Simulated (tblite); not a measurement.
# C10H14: the cost of one run

Programs: tblite 0.8.0 and PySCF 2.14.0, with density-fitted response routines of our own. Each step states its level of theory. These are calculated values for one molecule in the gas phase, unless marked as measured. Atoms count from 0, in the outputs and in this text.

### 1 Starting geometry

24 atoms, charge 0, multiplicity 1; geometry from: force field or distance geometry start.

Bonds of the start (Å): C0–C1 1.19, C1–C2 1.49, C2–C3 1.50, C3–C4 1.31, C4–C5 1.29, C2–C6 1.56, C6–C7 1.55, C6–C8 1.54, C8–C9 1.52, C0–H10 1.07, C2–H11 1.10, C3–H12 1.09, C5–H13 1.09, C5–H14 1.08, C6–H15 1.11, C7–H16 1.10, C7–H17 1.09, C7–H18 1.09, C8–H19 1.10, C8–H20 1.11, C9–H21 1.10, C9–H22 1.09, C9–H23 1.10.

### 2 Relaxing the molecule with GFN2-xTB

Job settings and geometry (Å):

```
{"job": {"kind": "relax", "xc": "GFN2-xTB", "basis": "xTB"}, "charge": 0, "multiplicity": 1}
C      0.213200     2.548900    -1.759000
C      0.335300     1.518000    -1.178800
C      0.515800     0.226400    -0.449200
C      1.900900     0.185100     0.116700
C      2.661100    -0.881000     0.141700
C      3.415800    -1.932300     0.141000
C     -0.587900     0.009900     0.625600
C     -0.550300     1.062300     1.756700
C     -2.017600    -0.067700     0.055200
C     -2.230000    -1.176200    -0.962500
H      0.083100     3.470500    -2.283300
H      0.426300    -0.577900    -1.193500
H      2.277200     1.081200     0.607400
H      4.053500    -2.167700    -0.710200
H      3.440700    -2.580900     1.006600
H     -0.389000    -0.963200     1.116600
H     -1.307300     0.829500     2.518500
H      0.413100     1.073600     2.256700
H     -0.769400     2.065600     1.379200
H     -2.719700    -0.234900     0.886000
H     -2.309300     0.901000    -0.390900
H     -1.680600    -0.973800    -1.891900
H     -1.893400    -2.133100    -0.556000
H     -3.293400    -1.263500    -1.225100
```

Started as:

```
OMP_NUM_THREADS=1 python probes_run.py task.json out
```

The driver reads the jobs from task.json and runs them one after another.

**Question.** How long does this first job take on 1 thread of Intel Xeon at 2.50GHz, shared host, and how much memory does it need?

About 1.4 s, with a peak of 0.18 GiB.
